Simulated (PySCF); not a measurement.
# Cs₂O: structure of the singlet

Aim: relax Cs₂O as a singlet from a linear start, check by its vibrations whether the end is a minimum, and collect its spectrum and constants.

Method: B3LYP, basis O def2-TZVP, Cs def2-TZVP with ECP46, scalar-relativistic core potentials, no spin–orbit coupling, density fitting; program: PySCF 2.14.0.

**1. The starting structure**

3 atoms, charge 0, spin multiplicity 1.

Bond lengths: O1–Cs2 2.950 Å, O1–Cs3 2.950 Å. Angles: Cs2–O1–Cs3 180.0°.

```xyz
3
charge 0 multiplicity 1
O     0.0000    0.0000    0.0000
Cs    0.0000    0.0000    2.9500
Cs    0.0000    0.0000   -2.9500
```

**2. First SCF at the start**

The steps below are one call of a driver around PySCF. For each, scf.py gives the equivalent set-up of the SCF; relaxations use the driver's own optimiser. After this first run the driver tries any further starts and a stability analysis.

scf.py reads:

```python
from pyscf import gto, scf, dft
mol = gto.M(atom='''
O      0.000000     0.000000     0.000000
Cs     0.000000     0.000000     2.950000
Cs     0.000000     0.000000    -2.950000''',
    basis={'O': 'def2-TZVP', 'Cs': 'def2-TZVP'},
    ecp={'Cs': 'def2-TZVP'},
    charge=0, spin=0)
mf = dft.RKS(mol, xc='B3LYP')
mf.grids.atom_grid = (50, 194)
aux = {'O': 'def2-universal-JKFIT', 'Cs': 'def2-universal-JKFIT'}
mf = mf.density_fit(auxbasis=aux)
mf.conv_tol = 1e-08
mf.diis_space = 10
mf.max_cycle = 60
mf.init_guess = 'minao'
mf.verbose = 4
mf.kernel()
```

Started as:

```console
$ OMP_NUM_THREADS=2 python axn.py task.json out
```

What it wrote (excerpt; [...] marks lines left out):

```text
[... the frontier levels of the middle cycles are left out ...]
init E= -108.7166183978
  HOMO = -0.597977889235393  LUMO = -0.251335908866916  gap/eV = 9.43261
cycle= 1 E= -114.946538715034  delta_E= -6.23  |g|= 1.48  |ddm|= 2.57
cycle= 2 E= -106.138959302549  delta_E= 8.81  |g|= 3.49  |ddm|= 4.38
  HOMO = -0.24782468138854  LUMO = -0.0650870828985823  gap/eV = 4.97254
cycle= 3 E= -115.368422434614  delta_E= -9.23  |g|= 0.639  |ddm|= 4.24
cycle= 4 E= -113.465179162858  delta_E=  1.9  |g|= 2.34  |ddm|= 3.36
cycle= 5 E= -115.527988382831  delta_E= -2.06  |g|= 0.185  |ddm|= 3.03
cycle= 6 E= -115.52113313712  delta_E= 0.00686  |g|= 0.255  |ddm|= 0.399
cycle= 7 E= -115.533043016877  delta_E= -0.0119  |g|= 0.119  |ddm|= 0.103
cycle= 8 E= -115.53478190485  delta_E= -0.00174  |g|= 0.0883  |ddm|= 0.0372
cycle= 9 E= -115.536514940792  delta_E= -0.00173  |g|= 0.0267  |ddm|= 0.058
cycle= 10 E= -115.536689177504  delta_E= -0.000174  |g|= 0.000648  |ddm|= 0.0287
cycle= 11 E= -115.536689526111  delta_E= -3.49e-07  |g|= 0.000284  |ddm|= 0.00345
cycle= 12 E= -115.536689565814  delta_E= -3.97e-08  |g|= 7.9e-05  |ddm|= 0.00138
cycle= 13 E= -115.536689567411  delta_E= -1.6e-09  |g|= 1.75e-05  |ddm|= 0.000126
  HOMO = -0.0800737524016187  LUMO = -0.0333489461896069  gap/eV = 1.27145
Extra cycle  E= -115.536689564443  delta_E= 2.97e-09  |g|= 0.000113  |ddm|= 0.000114
converged SCF energy = -115.536689564443
```

This step, with its further starts and checks, needed 1.9 s of wall time on 2 threads of Arm Neoverse V2, shared host.

The test of internal stability found no lower closed-shell solution.

**3. Relaxing the singlet from the linear start**

The program finds D∞h symmetry in the start, which this walk keeps.

Changes to scf.py since step 2:

```diff
@@ -16 +15,0 @@
-mf.init_guess = 'minao'
```

The optimiser's trace:

```csv
step,energy (Eh),change (kJ/mol),largest symmetric gradient (Eh/bohr)
0,-115.536690,0.00,0.03164
1,-115.546505,-25.77,0.03094
2,-115.573288,-96.09,0.02051
3,-115.579221,-111.67,0.01384
4,-115.580950,-116.20,0.00359
5,-115.581083,-116.55,0.00056
6,-115.581082,-116.55,0.00003
```

The walk took 9.9 s.

After 6 steps and 116.6 kJ/mol it ends at D∞h: O–Cs 2.414 Å (×2); Cs–O–Cs 180.0°.

**4. Frequencies**

The point is checked on the finer grid, and tightened if its gradient asks for it. The Hessian and the dipole derivatives come from central differences of analytic gradients, with steps of 0.02 bohr.

Changes to scf.py since step 3:

```diff
@@ -4,2 +4,2 @@
-Cs     0.000000     0.000000     2.950000
-Cs     0.000000     0.000000    -2.950000''',
+Cs    -0.000000     0.000000     2.417705
+Cs    -0.000000    -0.000000    -2.417705''',
@@ -10 +10 @@
-mf.grids.atom_grid = (50, 194)
+mf.grids.atom_grid = (75, 302)
@@ -13 +13 @@
-mf.conv_tol = 1e-08
+mf.conv_tol = 1e-10
```

The driver hands on the density of the step before, so the log starts near convergence.

SCF at the final geometry:

```text
init E= -115.581969617203
  HOMO = -0.105366299451609  LUMO = -0.0229924974116668  gap/eV = 2.24151
cycle= 1 E= -115.581969617202  delta_E= 1.36e-12  |g|= 2.17e-06  |ddm|= 2.6e-06
  HOMO = -0.105365402864915  LUMO = -0.022992464543008  gap/eV = 2.24148
Extra cycle  E= -115.581969617186  delta_E= 1.55e-11  |g|= 8.72e-06  |ddm|= 9.37e-06
converged SCF energy = -115.581969617186
```

The whole step took 15 s.

Geometry: D∞h; O–Cs 2.418 Å (×2); Cs–O–Cs 180.0°.

Modes, for the most abundant isotopes:

```json
{"symmetry": "πu", "ω (cm⁻¹)": "71", "IR (km/mol)": "112", "μ (u)": "16.84"}
{"symmetry": "σg+", "ω (cm⁻¹)": "129", "IR (km/mol)": "0.0", "μ (u)": "132.91"}
{"symmetry": "σu+", "ω (cm⁻¹)": "483", "IR (km/mol)": "571", "μ (u)": "16.84"}
```

All wavenumbers are real: a minimum.

Constants and moments:

| Property | Result |
| --- | --- |
| Dipole moment | 0.00 D |
| Highest occupied level | -2.87 eV |
| Lowest empty level | -0.63 eV |
| Rotational constants | 0.01085 cm⁻¹ |
| Zero-point energy | 4.5 kJ/mol |
| Principal polarisabilities | 69.5, 69.5, 282.5 bohr³ |
| Atomisation energy without zero-point energy | 490 kJ/mol |
| Principal traceless quadrupole moments about the centre of mass | -7.57, -7.57, 15.15 D Å |
| Entropy at 298.15 K and 1 bar | 313.5 J/(mol K) |
| Heat capacity Cp at 298.15 K | 59.0 J/(mol K) |
| Enthalpy at 298.15 K above 0 K | 15.24 kJ/mol |
| Rotational symmetry number | 2 |

Charges (e) and bond orders:

```
 atom  Mulliken  Löwdin  polar tensor  Mayer order to O1
   O1     -1.09   -0.96         -1.61                  –
Cs2,3      0.54    0.48          0.81               0.66
```

Mulliken populations on O1: s 3.96, p 5.12, d 0.00, f 0.00.

**5. Stability of the closed shell**

At the lowest minimum the closed shell is tested against spin polarisation, on the (50, 194) grid. It is stable.

**6. Results**

```
                                 quantity                              value
                                  minimum                       singlet, D∞h
                                 geometry  O–Cs 2.418 Å (×2); Cs–O–Cs 180.0°
                       wavenumbers (cm⁻¹)      71 (πu), 129 (σg+), 483 (σu+)
                            dipole moment                             0.00 D
     highest occupied, lowest empty level                    -2.87, -0.63 eV
                polar-tensor charge of O1                            -1.61 e
                        zero-point energy                         4.5 kJ/mol
                      entropy at 298.15 K                    313.5 J/(mol K)
atomisation energy (no zero-point energy)                         490 kJ/mol
```

In words: The linear start keeps its D∞h symmetry and ends in a minimum. In the infrared the band at 483 cm⁻¹ (σu+) leads. O1 has a polar-tensor charge of -1.6 e (a dipole derivative, not a static charge), yet symmetry cancels the bond dipoles. Only this shape and spin were tried, so other structures or states may lie lower. Spin–orbit coupling is left out.

The search up to here needed 29 s of wall time on 2 threads of Arm Neoverse V2, shared host.
